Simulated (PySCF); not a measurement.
**WN(OH)3 (H3NO3W): fields and orbitals**

For WN(OH)3 (H3NO3W), the scripts below see where an electron leaves and enters and analyse its density (charges, bond critical points, surface potential).

The runs use PySCF 2.14.0; levels as typed in each script, gas phase, geometry from GFN2-xTB.

## Step 1: The starting structure

8 atoms, charge 0, spin multiplicity 1.

Bond lengths: W1–N2 1.738 Å, W1–O3 1.916 Å, W1–O5 1.919 Å, W1–O7 1.918 Å, O3–H4 0.972 Å, O5–H6 0.971 Å, O7–H8 0.971 Å. Angles: N2–W1–O3 104.1°, N2–W1–O5 103.7°, N2–W1–O7 103.8°, O3–W1–O5 114.8°, O3–W1–O7 114.9°, O5–W1–O7 113.7°, W1–O3–H4 134.2°, W1–O5–H6 133.5°, W1–O7–H8 133.5°.

Geometry (Å):

```xyz
8
charge 0, multiplicity 1
W     0.0032   -0.0004   -0.0124
N    -0.0047    0.0019    1.7251
O     1.8624   -0.0554   -0.4703
H     2.6867   -0.0757    0.0435
O    -0.8915    1.6336   -0.4722
H    -1.3064    2.3389    0.0511
O    -0.9887   -1.5772   -0.4709
H    -1.4455   -2.2557    0.0528
```

## Step 2: Removing and adding an electron (TPSS/def2-svpd)

File input.py:

```python
import numpy as np
from pyscf import gto, scf, dft
from pyscf.scf import atom_ks, atom_hf
from scipy.linalg import block_diag

def solve(mol, dm0=None, hcore=None):
    mf = (dft.UKS if mol.spin else dft.RKS)(mol, xc='tpss')
    mf.grids.level = 3
    mf = mf.density_fit(auxbasis='def2-universal-jkfit')
    mf.conv_tol, mf.max_cycle = 1e-8, 80
    if hcore is not None:
        mf.get_hcore = lambda *args: hcore
    mf.kernel(dm0)
    if not mf.converged:
        mf = mf.newton().run(mf.mo_coeff, mf.mo_occ, max_cycle=30)
    assert mf.converged, 'SCF not converged'
    return mf

mol = gto.M(atom='''
W      0.00325    -0.00039    -0.01239
N     -0.00468     0.00192     1.72514
O      1.86244    -0.05542    -0.47027
H      2.68670    -0.07575     0.04354
O     -0.89151     1.63361    -0.47216
H     -1.30641     2.33893     0.05106
O     -0.98873    -1.57718    -0.47091
H     -1.44554    -2.25570     0.05284
''', basis='def2-svpd', ecp={'W': 'def2-svpd'}, charge=0, spin=0, verbose=4)
mf = solve(mol)
out = dict(e0=mf.e_tot, dm0=mf.make_rdm1(), c=mf.mo_coeff, occ=mf.mo_occ, eps=mf.mo_energy)
for name, dq, spin in [('cation', 1, 1), ('anion', -1, 1)]:
    ion = mol.copy().set(charge=mol.charge + dq, spin=spin).build()
    mi = solve(ion)
    if spin and dq > 0 and mol.nao < 130:
        c, _, stable, _ = mi.stability(return_status=True)
        if not stable:
            mi = solve(ion, mi.make_rdm1(c, mi.mo_occ))
    print(name, 'vertical energy change / eV', (mi.e_tot - mf.e_tot) * 27.211386)
    out.update({'e_' + name: mi.e_tot, 'dm_' + name: mi.make_rdm1(), 's2_' + name: mi.spin_square()[0], 'eps_' + name: mi.mo_energy, 'occ_' + name: mi.mo_occ})
# spherically averaged free atoms, for the promolecule
atom_ks.AtomSphAverageRKS.init_guess_by_vsap = lambda self, mol=None: self.init_guess_by_minao(mol)  # core potentials
atm = atom_ks.get_atm_nrks(mol, xc='tpss')
pro = block_diag(*[(atm[a[0]][2] * atm[a[0]][3]) @ atm[a[0]][2].T for a in mol._atom])
np.savez('result.npz', pro=pro, **out)
```

Command:

```bash
$ OMP_NUM_THREADS=1 python input.py
```

## Step 3: Density, bond paths and surface potential (PBE0/def2-svpd)

File input.py:

```python
import numpy as np
from pyscf import gto, scf, dft
from pyscf.scf import atom_ks, atom_hf
from scipy.linalg import block_diag

def solve(mol, dm0=None, hcore=None):
    mf = (dft.UKS if mol.spin else dft.RKS)(mol, xc='pbe0')
    mf.grids.level = 3
    mf = mf.density_fit(auxbasis='def2-universal-jkfit')
    mf.conv_tol, mf.max_cycle = 1e-8, 80
    if hcore is not None:
        mf.get_hcore = lambda *args: hcore
    mf.kernel(dm0)
    if not mf.converged:
        mf = mf.newton().run(mf.mo_coeff, mf.mo_occ, max_cycle=30)
    assert mf.converged, 'SCF not converged'
    return mf

mol = gto.M(atom='''
W      0.00325    -0.00039    -0.01239
N     -0.00468     0.00192     1.72514
O      1.86244    -0.05542    -0.47027
H      2.68670    -0.07575     0.04354
O     -0.89151     1.63361    -0.47216
H     -1.30641     2.33893     0.05106
O     -0.98873    -1.57718    -0.47091
H     -1.44554    -2.25570     0.05284
''', basis='def2-svpd', ecp={'W': 'def2-svpd'}, charge=0, spin=0, verbose=4)
mf = solve(mol)
mf.analyze()
# spherically averaged free atoms, for the promolecule
atom_ks.AtomSphAverageRKS.init_guess_by_vsap = lambda self, mol=None: self.init_guess_by_minao(mol)  # core potentials
atm = atom_ks.get_atm_nrks(mol, xc='pbe0')
pro = block_diag(*[(atm[a[0]][2] * atm[a[0]][3]) @ atm[a[0]][2].T for a in mol._atom])
np.savez('result.npz', e=mf.e_tot, c=mf.mo_coeff, occ=mf.mo_occ, eps=mf.mo_energy, pro=pro, dip=mf.dip_moment(verbose=0), s2=mf.spin_square()[0])
```

(Steps that only read results are left out.)

What does the calculation give? Wanted: dipole moment; HOMO, LUMO.

**Answer**, as computed:

| quantity | value |
| --- | --- |
| dipole moment (PBE0/def2-svpd) | 0.61 D |
| HOMO, LUMO (PBE0/def2-svpd) | -8.21, -1.28 eV |

**Reading.** At PBE0/def2-svpd: The highest Hirshfeld charge is on W1 (+0.86 e), the lowest on N2 (−0.37 e). All values hold at the given geometry, in the gas phase.
